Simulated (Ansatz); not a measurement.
# Cd: the cost of one run

All numbers are computed with the Python package of Ansatz 0.2.0. The levels of theory stand in the script.

### Step 1. Starting point

The structure is trigonal, space group R-3m (No. 166). Conventional cell: a = 3.216 Å, b = 3.216 Å, c = 7.348 Å, α = 90.00°, β = 90.00°, γ = 120.00°. Cd (site symmetry -3m) is surrounded by 12 Cd at 3.07 to 3.22 Å.

The script holds or builds the structure itself.

### Step 2. The code

cd.py

```python
# -*- coding: utf-8 -*-
"""Checking the PAW result for Cd with LAPW."""

import ansatz as az
import numpy as np


def count_gap(report):
    # lowest empty less highest filled band, counting bands; zero where they overlap
    return max(report.get("gap_by_band_count_ev") or 0.0, 0.0)

structure = (
    az.Lattice.from_parameters(3.073546, 3.073546, 3.073546, alpha=63.0921, beta=63.0921, gamma=63.0921)
    .atom("Cd", [0.0, 0.0, 0.0])
)

setup = (
    structure.calculation()
    .functional("lda")
    .kpoints(11, 11, 11)  # sampling of the Brillouin zone
    .occupations(az.OccupationsMethod.FERMI_DIRAC, width=0.01)
    .stress()  # GPa
    .forces()  # eV per angstrom
    .band_table()  # levels at the mesh points
)
variants = {
    "PAW": setup.pseudopotentials("paw"),
    "LAPW": setup.pseudopotentials("all_electron", lapw=True),
}
# totals differ by the cores that each treatment holds, so compare what does not depend on them
rows = []
for label, variant in variants.items():
    data = variant.run(threads=1, pin="off").report
    levels = np.array(data["eigenvalues_ev"][0]) - data["fermi_energy_ev"]
    print(label, "levels at the first k-point near E_F:", np.round(levels[np.abs(levels) < 5], 3))
    rows.append((label, data["n_electrons"], np.trace(data["stress_gpa"]) / 3, count_gap(data)))
print("     treatment  electrons in bands           P GPa  gap by band count eV")
for row in rows:
    print(f"{str(row[0]):>14s}  {row[1]:18.1f}  {row[2]:14.3f}  {row[3]:20.3f}")
```

### Step 3. The calls as engine input

The engine receives this input (first run):

```yaml
crystal:
  lattice:
    a: 3.073546
    b: 3.073546
    c: 3.073546
    alpha: 63.0921
    beta: 63.0921
    gamma: 63.0921
  atoms:
    - { symbol: Cd, position: [0.0, 0.0, 0.0] }
kpoints:
  mp_grid:
    grid: [11, 11, 11]
hamiltonian:
  xc: lda
  pseudopotentials:
    kind: paw
scf:
  occupations:
    method: fermi_dirac
    width: 0.01
output:
  forces: true
  stress: true
  eigenvalues: true
```

### Step 4. Launch

Started as:

```
> python cd.py
```

What time and memory should one allow on 1 thread of Arm Neoverse V2, shared host?

About 10 s, with a peak of 0.47 GiB.
